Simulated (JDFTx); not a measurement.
# AlCl (aluminium monochloride) in JDFTx: a series of runs, part 2 of 2

JDFTx 1.7.0 (patched build). The steps go on from the part before.

**4. Solvation, PBEsol**

Input file fluid.in:

```
lattice \
   17.0075351216     0.0000000000     0.0000000000 \
    0.0000000000    17.0075351216     0.0000000000 \
    0.0000000000     0.0000000000    22.6767134955
coords-type Cartesian
ion Al     8.5283339248     8.5434517527     9.3899422304 1
ion Cl     8.5283339248     8.5434517527    13.4152724904 1

ion-species pseudo/Al.upf
ion-species pseudo/Cl.upf
elec-cutoff 29
elec-ex-corr gga-PBEsol
kpoint-folding 1 1 1
elec-n-bands 10
electronic-minimize nIterations 100 energyDiffThreshold 1e-06
fluid LinearPCM
pcm-variant CANDLE
fluid-solvent H2O
fluid-minimize nIterations 200 knormThreshold 1e-10
initial-state vacuum.$VAR
core-overlap-check none
forces-output-coords Cartesian

dump-name fluid.$VAR
dump End Ecomponents EigStats BandEigs Kpoints Forces
```

Potentials or basis: PseudoDojo-SR-PBEsol-0.4.1-standard with smoothed tails.

Command:

```
> jdftx -c 1 -i fluid.in -o fluid.out
```

The program printed:

```text
*************** JDFTx 1.7.0 (patched build) ***************

Input parsed successfully to the following command list (including defaults):

basis kpoint-dependent
coords-type Cartesian
core-overlap-check none
coulomb-interaction Periodic
davidson-band-ratio 1.1
dump End Forces BandEigs EigStats Ecomponents Kpoints
dump-name fluid.$VAR
elec-cutoff 29
elec-eigen-algo Davidson
elec-ex-corr gga-PBEsol
elec-n-bands 10 1
electronic-minimize  \
	dirUpdateScheme      FletcherReeves \
	linminMethod         DirUpdateRecommended \
	nIterations          100 \
	history              15 \
	knormThreshold       0 \
	maxThreshold         no \
	energyDiffThreshold  1e-06 \
	nEnergyDiff          2 \
	convergeAll          no \
	alphaTstart          1 \
	alphaTmin            1e-10 \
	updateTestStepSize   yes \
	alphaTreduceFactor   0.1 \
	alphaTincreaseFactor 3 \
	nAlphaAdjustMax      3 \
	wolfeEnergy          0.0001 \
	wolfeGradient        0.9 \
	abortOnFailedStep    no \
	fdTest               no
exchange-regularization WignerSeitzTruncated
fluid LinearPCM 298.000000 1.013250
fluid-ex-corr lda-TF lda-PZ
fluid-gummel-loop 10 1.000000e-05
fluid-minimize  \
	dirUpdateScheme      PolakRibiere \
	linminMethod         DirUpdateRecommended \
	nIterations          200 \
	history              15 \
	knormThreshold       1e-10 \
	maxThreshold         no \
	energyDiffThreshold  0 \
	nEnergyDiff          2 \
	convergeAll          no \
	alphaTstart          1 \
	alphaTmin            1e-10 \
	updateTestStepSize   yes \
	alphaTreduceFactor   0.1 \
	alphaTincreaseFactor 3 \
[... 193 lines left out ...]
	Linear fluid (dielectric constant: 78.4) occupying 0.806686 of unit cell:	Completed after 2 iterations at
	Linear fluid (dielectric constant: 78.4) occupying 0.806568 of unit cell:	Completed after 1 iterations at
	SubspaceRotationAdjust: set factor to 1.93
ElecMinimize: Iter:   3  Etot: -17.121176971496435  |grad|_K:  8.999e-06  alpha:  8.467e-01  linmin:  1.050e-04
	Linear fluid (dielectric constant: 78.4) occupying 0.806625 of unit cell:	Completed after 1 iterations at
	Linear fluid (dielectric constant: 78.4) occupying 0.806636 of unit cell:	Completed after 0 iterations at
	SubspaceRotationAdjust: set factor to 2.31
ElecMinimize: Iter:   4  Etot: -17.121218284215434  |grad|_K:  4.478e-06  alpha:  1.044e+00  linmin: -3.373e-04
	Linear fluid (dielectric constant: 78.4) occupying 0.806631 of unit cell:	Completed after 1 iterations at
	Linear fluid (dielectric constant: 78.4) occupying 0.806633 of unit cell:	Completed after 0 iterations at
	SubspaceRotationAdjust: set factor to 2.52
ElecMinimize: Iter:   5  Etot: -17.121225250588495  |grad|_K:  2.490e-06  alpha:  7.224e-01  linmin: -4.652e-04
	Linear fluid (dielectric constant: 78.4) occupying 0.806605 of unit cell:	Completed after 0 iterations at
	Linear fluid (dielectric constant: 78.4) occupying 0.806595 of unit cell:	Completed after 0 iterations at
	SubspaceRotationAdjust: set factor to 2.69
ElecMinimize: Iter:   6  Etot: -17.121228232105160  |grad|_K:  1.381e-06  alpha:  9.571e-01  linmin: -1.014e-05
	Linear fluid (dielectric constant: 78.4) occupying 0.806545 of unit cell:	Completed after 0 iterations at
	Linear fluid (dielectric constant: 78.4) occupying 0.806548 of unit cell:	Completed after 0 iterations at
	SubspaceRotationAdjust: set factor to 3.17
ElecMinimize: Iter:   7  Etot: -17.121229078660274  |grad|_K:  9.068e-07  alpha:  9.069e-01  linmin: -9.632e-07
	Linear fluid (dielectric constant: 78.4) occupying 0.806502 of unit cell:	Completed after 1 iterations at
	Linear fluid (dielectric constant: 78.4) occupying 0.806535 of unit cell:	Completed after 0 iterations at
ElecMinimize: 	Step increased Etot by 4.863800e-07, reducing alpha to 2.470742e-02.
	Linear fluid (dielectric constant: 78.4) occupying 0.806546 of unit cell:	Completed after 0 iterations at
ElecMinimize: 	Step increased Etot by 5.178422e-07, reducing alpha to 2.470742e-03.
	Linear fluid (dielectric constant: 78.4) occupying 0.806547 of unit cell:	Completed after 0 iterations at
ElecMinimize: 	Step increased Etot by 5.230111e-07, reducing alpha to 2.470742e-04.
ElecMinimize: 	Step failed to reduce Etot after 3 attempts. Quitting step.
ElecMinimize: 	Undoing step.
	Linear fluid (dielectric constant: 78.4) occupying 0.806547 of unit cell:	Completed after 0 iterations at
ElecMinimize: 	Step failed: resetting search direction.
	SubspaceRotationAdjust: set factor to 3.2
ElecMinimize: Iter:   8  Etot: -17.121228555589660  |grad|_K:  1.176e-06  alpha:  2.471e-04
	Linear fluid (dielectric constant: 78.4) occupying 0.806552 of unit cell:	Completed after 0 iterations at
	Linear fluid (dielectric constant: 78.4) occupying 0.806550 of unit cell:	Completed after 0 iterations at
	SubspaceRotationAdjust: set factor to 3.37
ElecMinimize: Iter:   9  Etot: -17.121228903453108  |grad|_K:  5.345e-07  alpha:  6.280e-01  linmin: -4.066e-03
	Linear fluid (dielectric constant: 78.4) occupying 0.806550 of unit cell:	Completed after 0 iterations at
	Linear fluid (dielectric constant: 78.4) occupying 0.806551 of unit cell:	Completed after 0 iterations at
	SubspaceRotationAdjust: set factor to 2.85
ElecMinimize: Iter:  10  Etot: -17.121229096133632  |grad|_K:  3.254e-07  alpha:  1.197e+00  linmin: -1.071e-05
ElecMinimize: Converged (|Delta Etot|<1.000000e-06 for 2 iters).
Setting wave functions to eigenvectors of Hamiltonian

# Ionic positions in cartesian coordinates:
ion Al   8.528333924800000   8.543451752699999   9.389942230400001 1
ion Cl   8.528333924800000   8.543451752699999  13.415272490400000 1

# Forces in Cartesian coordinates:
force Al   0.000000000000000  -0.000000000000000  -0.015837637104290 1
force Cl   0.000000000000000   0.000000000000000   0.014725866261904 1

# Energy components:
   A_diel =       -0.0041442263833376
   Eewald =       -2.1151461654257599
       EH =       12.4225836868010102
     Eloc =      -32.5769194215061333
      Enl =        2.7165765239563182
      Exc =       -5.3895129443658316
 Exc_core =        1.5570565166432366
       KE =        6.2682769341468676
-------------------------------------
     Etot =      -17.1212290961336322

IonicMinimize: Iter:   0  Etot: -17.121229096133632  |grad|_K:  8.823e-03
IonicMinimize: None of the convergence criteria satisfied after 0 iterations.

#--- Lowdin population analysis ---
# oxidation-state Al +0.427
# oxidation-state Cl -0.355

Dumping 'fluid.eigStats' ...
	eMin: -0.714490 at state 0 ( [ +0.000000 +0.000000 +0.000000 ] spin 0 )
	HOMO: -0.181092 at state 0 ( [ +0.000000 +0.000000 +0.000000 ] spin 0 )
	mu  : -0.070961
	LUMO: -0.035672 at state 0 ( [ +0.000000 +0.000000 +0.000000 ] spin 0 )
	eMax: +0.043238 at state 0 ( [ +0.000000 +0.000000 +0.000000 ] spin 0 )
	HOMO-LUMO gap: +0.145421
	Optical gap  : +0.145421 at state 0 ( [ +0.000000 +0.000000 +0.000000 ] spin 0 )
Done!
[note: without ions in the liquid mu and the levels have no absolute zero]
```

Wall time 46 s (1 thread of Intel Xeon Platinum 8559C (Emerald Rapids), shared host); peak memory 0.35 GiB.

Results:

```
Free energy      : -465.8924 eV
Largest force    : 0.814 eV/Å
Loewdin charges  : Al +0.43; Cl -0.35 e
Solvation energy : -0.037 eV
```

Forces in eV/Å, atoms in the order of the input:
```
Al   0.000  0.000 -0.814
Cl   0.000  0.000  0.757
```

Caveat: forces may be off by hundredths of an eV/Å; the minimiser leaves empty levels unsolved, so they aren't listed; forces in the liquid are good to some per cent; the liquid is a continuum model, checked here against plausible ranges alone.

**5. Solvation, PBEsol**

fluid.in, as its differences from that of step 4:

```diff
@@ -16,3 +16,3 @@
 fluid LinearPCM
-pcm-variant CANDLE
+pcm-variant SCCS_g09
 fluid-solvent H2O
@@ -24,2 +24,2 @@
 dump-name fluid.$VAR
-dump End Ecomponents EigStats BandEigs Kpoints Forces
+dump End Ecomponents EigStats BandEigs Kpoints Forces ElecDensity Dtot KEdensity
```

Potentials or basis: PseudoDojo-SR-PBEsol-0.4.1-standard with smoothed tails.

Command:

```
> jdftx -c 1 -i fluid.in -o fluid.out
```

The program printed:

```text
*************** JDFTx 1.7.0 (patched build) ***************

Input parsed successfully to the following command list (including defaults):
[... the input with its defaults ...]

---------- Setting up symmetries ----------

Found 16 point-group symmetries of the bravais lattice
Found 8 space-group symmetries with basis
Applied RMS atom displacement 0 bohrs to make symmetries exact.

---------- Initializing the Grid ----------
R =
[      17.0075            0            0  ]
[            0      17.0075            0  ]
[            0            0      22.6767  ]
unit cell volume = 6559.38
G =
[   0.369435          0          0  ]
[          0   0.369435          0  ]
[          0          0   0.277077  ]
Minimum fftbox size, Smin = [  84  84  112  ]
Chosen fftbox size, S = [  84  84  112  ]

---------- Exchange Correlation functional ----------
Initalized PBEsol GGA exchange.
Initalized PBEsol GGA correlation.

---------- Setting up pseudopotentials ----------
Width of ionic core gaussian charges (only for fluid interactions / plotting) set to 0.330009

Reading pseudopotential file 'pseudo/Al.upf':
  'Al' pseudopotential, 'PBESOL' functional
  Generated using ONCVPSP code by D. R. Hamann
  3 valence electrons, 2 orbitals, 6 projectors, 1001 radial grid points, with lMax = 2
    3S    l: 0   occupation:  2.0   eigenvalue: -0.283523
    3P    l: 1   occupation:  1.0   eigenvalue: -0.098840
  Core radius for overlap checks: 1.74 bohrs.

Reading pseudopotential file 'pseudo/Cl.upf':
  'Cl' pseudopotential, 'PBESOL' functional
  Generated using ONCVPSP code by D. R. Hamann
  7 valence electrons, 2 orbitals, 6 projectors, 1001 radial grid points, with lMax = 2
    3S    l: 0   occupation:  2.0   eigenvalue: -0.757712
    3P    l: 1   occupation:  5.0   eigenvalue: -0.314633
  Core radius for overlap checks: 1.71 bohrs.

Initialized 2 species with 2 total atoms.

Folded 1 k-points by 1x1x1 to 1 k-points.

---------- Setting up k-points, bands, fillings ----------
No reducable k-points.
Computing the number of bands and number of electrons
Calculating initial fillings.
Turning on subspace rotations due to non-scalar fillings.
nElectrons:  10.000000   nBands: 10   nStates: 1

----- Setting up reduced wavefunction bases (one per k-point) -----
average nbasis = 48919.000 , ideal nbasis = 48927.594

---------- Setting up ewald sum ----------
Optimum gaussian width for ewald sums = 6.653130 bohr.
Real space sum over 1089 unit cells with max indices [  5  5  4  ]
Reciprocal space sum over 1815 terms with max indices [  5  5  7  ]

---------- Allocating electronic variables ----------
Reading eigenvalues from 'vacuum.eigenvals'.
Initializing wave functions:  reading from 'vacuum.wfns'
----- createFluidSolver() ----- (Fluid-side solver setup)
   Initializing fluid molecule 'H2O'
     Initializing site 'O'
       Electron density: proportional to exp(-r/0.36935)*erfc((r-0.51523)/0.36823) with norm 6.826
       Charge density: gaussian nuclear width 0.478731 with net site charge 0.826
       Polarizability: cuspless exponential with width 0.32 and norm 3.73
       Hard sphere radius: 2.57003 bohrs
       Positions in reference frame:
         [ +0.000000 +0.000000 +0.000000 ]
     Initializing site 'H'
       Electron density: proportional to exp(-r/0.34641)*erfc((r-0)/0.390882) with norm 0.587
       Charge density: gaussian nuclear width 0.377945 with net site charge -0.413
       Polarizability: cuspless exponential with width 0.39 and norm 3.3
       Positions in reference frame:
         [ +0.000000 -1.441945 +1.122523 ]
         [ +0.000000 +1.441945 +1.122523 ]
     Net charge: 0   dipole magnitude: 0.927204
     Initializing spherical shell mfKernel with radius 2.61727 Bohr
     deltaS corrections:
       site 'O': -7.54299
       site 'H': -6.83917

Correction to mu due to finite nuclear width = -0.0010432
   Cavity determined by rhoMin: 0.0001  rhoMax: 0.0015
   Effective cavity tension: 1.60576e-06 Eh/bohr^2 and pressure: 0 Eh/bohr^3 to account for cavitation and dispersion.

-------- Electronic minimization -----------
	Linear fluid (dielectric constant: 78.4) occupying 0.870520 of unit cell:	Completed after 18 iterations at
ElecMinimize: Iter:   0  Etot: -17.122106966236959  |grad|_K:  2.577e-05  alpha:  1.000e+00
	Linear fluid (dielectric constant: 78.4) occupying 0.870790 of unit cell:	Completed after 8 iterations at
	Linear fluid (dielectric constant: 78.4) occupying 0.870995 of unit cell:	Completed after 7 iterations at
	SubspaceRotationAdjust: set factor to 1.33
ElecMinimize: Iter:   1  Etot: -17.122654552591612  |grad|_K:  1.609e-05  alpha:  1.685e+00  linmin: -5.447e-05
	Linear fluid (dielectric constant: 78.4) occupying 0.871119 of unit cell:	Completed after 7 iterations at
	Linear fluid (dielectric constant: 78.4) occupying 0.871099 of unit cell:	Completed after 2 iterations at
	SubspaceRotationAdjust: set factor to 1.62
ElecMinimize: Iter:   2  Etot: -17.122824344260763  |grad|_K:  9.533e-06  alpha:  1.345e+00  linmin: -1.955e-05
	Linear fluid (dielectric constant: 78.4) occupying 0.871260 of unit cell:	Completed after 3 iterations at
	Linear fluid (dielectric constant: 78.4) occupying 0.871207 of unit cell:	Completed after 0 iterations at
	SubspaceRotationAdjust: set factor to 2.02
ElecMinimize: Iter:   3  Etot: -17.122863747536748  |grad|_K:  5.765e-06  alpha:  8.783e-01  linmin:  2.924e-04
	Linear fluid (dielectric constant: 78.4) occupying 0.871313 of unit cell:	Completed after 0 iterations at
	Linear fluid (dielectric constant: 78.4) occupying 0.871340 of unit cell:	Completed after 2 iterations at
	SubspaceRotationAdjust: set factor to 2.31
ElecMinimize: Iter:   4  Etot: -17.122879624716838  |grad|_K:  3.158e-06  alpha:  1.102e+00  linmin:  1.053e-03
	Linear fluid (dielectric constant: 78.4) occupying 0.871407 of unit cell:	Completed after 0 iterations at
	Linear fluid (dielectric constant: 78.4) occupying 0.871387 of unit cell:	Completed after 0 iterations at
	SubspaceRotationAdjust: set factor to 2.55
ElecMinimize: Iter:   5  Etot: -17.122883167099918  |grad|_K:  1.725e-06  alpha:  7.789e-01  linmin: -2.109e-06
	Linear fluid (dielectric constant: 78.4) occupying 0.871408 of unit cell:	Completed after 0 iterations at
	Linear fluid (dielectric constant: 78.4) occupying 0.871414 of unit cell:	Completed after 2 iterations at
	SubspaceRotationAdjust: set factor to 2.52
ElecMinimize: Iter:   6  Etot: -17.122883381913240  |grad|_K:  1.555e-06  alpha:  9.852e-01  linmin:  5.407e-03
	Linear fluid (dielectric constant: 78.4) occupying 0.871404 of unit cell:	Completed after 0 iterations at
	Linear fluid (dielectric constant: 78.4) occupying 0.871408 of unit cell:	Completed after 0 iterations at
	SubspaceRotationAdjust: set factor to 3.23
ElecMinimize: Iter:   7  Etot: -17.122883829272066  |grad|_K:  1.207e-06  alpha:  5.784e-01  linmin:  1.060e-07
ElecMinimize: Converged (|Delta Etot|<1.000000e-06 for 2 iters).
Setting wave functions to eigenvectors of Hamiltonian

# Ionic positions in cartesian coordinates:
ion Al   8.528333924800000   8.543451752699999   9.389942230400001 1
ion Cl   8.528333924800000   8.543451752699999  13.415272490400000 1

# Forces in Cartesian coordinates:
force Al   0.000000000000000  -0.000000000000000  -0.011193733867292 1
force Cl   0.000000000000000   0.000000000000000   0.011346233582549 1

# Energy components:
   A_diel =       -0.0040713403071537
   Eewald =       -2.1151461654257599
       EH =       12.3737016138851512
     Eloc =      -32.5124870711296623
      Enl =        2.7101912856811259
      Exc =       -5.3796209112282023
 Exc_core =        1.5570565166432366
       KE =        6.2474922426091988
-------------------------------------
     Etot =      -17.1228838292720660

IonicMinimize: Iter:   0  Etot: -17.122883829272066  |grad|_K:  6.507e-03
IonicMinimize: None of the convergence criteria satisfied after 0 iterations.

#--- Lowdin population analysis ---
# oxidation-state Al +0.400
# oxidation-state Cl -0.325

Dumping 'fluid.eigStats' ...
	eMin: -0.719109 at state 0 ( [ +0.000000 +0.000000 +0.000000 ] spin 0 )
	HOMO: -0.195393 at state 0 ( [ +0.000000 +0.000000 +0.000000 ] spin 0 )
	mu  : -0.089865
	LUMO: -0.054575 at state 0 ( [ +0.000000 +0.000000 +0.000000 ] spin 0 )
	eMax: +0.031620 at state 0 ( [ +0.000000 +0.000000 +0.000000 ] spin 0 )
	HOMO-LUMO gap: +0.140818
	Optical gap  : +0.140818 at state 0 ( [ +0.000000 +0.000000 +0.000000 ] spin 0 )
Done!
[note: without ions in the liquid mu and the levels have no absolute zero]
```

Wall time 28 s (1 thread of Intel Xeon Platinum 8559C (Emerald Rapids), shared host); peak memory 0.31 GiB.

What came out:

| Item | Value |
| --- | --- |
| Free energy | -465.9374 eV |
| Largest force | 0.583 eV/Å |
| Loewdin charges | Al +0.40; Cl -0.33 e |
| Solvation energy | -0.082 eV |

Forces on the atoms (eV/Å):
```
Al   0.000  0.000 -0.576
Cl   0.000  0.000  0.583
```

Caveat: forces may be off by hundredths of an eV/Å; the minimiser leaves empty levels unsolved, so they aren't listed; forces in the liquid are good to some per cent; the liquid is a continuum model, checked here against plausible ranges alone.

**6. Summary**

```tsv
variant of the liquid model	largest force (eV/Å)
LA12	5.04
SCCS_g09beta	-
CANDLE	0.81
SCCS_g09	0.58
```

Alike in all rows: task solvation; level PBEsol; potentials or basis PseudoDojo-SR-PBEsol-0.4.1-standard with smoothed tails; no spin polarisation; cell as given; k mesh 1 × 1 × 1; cutoff (eV) 789; smearing fixed.

Caveats: the minimiser leaves empty levels unsolved, so they aren't listed; the liquid is a continuum model, checked here against plausible ranges alone; forces may be off by hundredths of an eV/Å (some runs); forces in the liquid are good to some per cent (some runs); the forces don't sum to zero, a sign of grid noise (some runs).

Absolute energies hang on the potentials; compare differences alone.
